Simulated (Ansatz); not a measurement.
# B2GeH: the cost of one run

Computed with Ansatz 0.2.0, Gaussian basis. Level: the settings change from run to run.

33 further runs of the same task are left out: 22 that didn't finish, 11 set aside as unsound or not needed.

## Step 1: The system

The geometry is a PBE0/def2-TZVP stationary point (not a proven minimum) of the parent state, kept for this charge and spin. No spin-orbit coupling is included. The filled d shell of Ge may be among the frozen orbitals whatever the setting's name suggests; the logs give the count.

4 atoms, charge 0, spin multiplicity 2.

Atoms are counted from 1 here; the program's logs count them from 0.

Bond lengths: B1–Ge2 2.121 Å, B1–B3 1.683 Å, Ge2–B3 2.022 Å, B3–H4 1.189 Å. Angles: Ge2–B1–B3 63.0°, B1–Ge2–B3 47.9°, B1–B3–Ge2 69.2°, B1–B3–H4 135.9°, Ge2–B3–H4 150.2°.

## Step 2: BCCD(T)/6-31G*

The input, in.yaml:

```yaml
crystal:
  periodic: [false, false, false]
  atoms:
    - {symbol: B, position_ang: [0.013443, -1.059555, -1.355486]}
    - {symbol: Ge, position_ang: [0.004178, 0.046165, 0.454861]}
    - {symbol: B, position_ang: [-0.057533, 0.617024, -1.483527]}
    - {symbol: H, position_ang: [0.171821, 1.419494, -2.330052]}
basis:
  gaussian: {orbitals: "6-31G*"}
magnetization: {spin_polarized: false, initial_magnetization: 1}
hamiltonian: {xc: {name: PBE}}
correlation: {method: bccd_t, electrons: outside_noble_gas, diis_vectors: 4}
```

Launch:

```
$ ansatz run in.yaml --threads 1 --pin off --events-out ev --progress --plain --max-ram 2393MiB
```

Q: Estimate wall time and peak memory on 1 thread of Intel Xeon at 2.50GHz, shared host.

About 21 s, with a peak of 0.25 GiB.
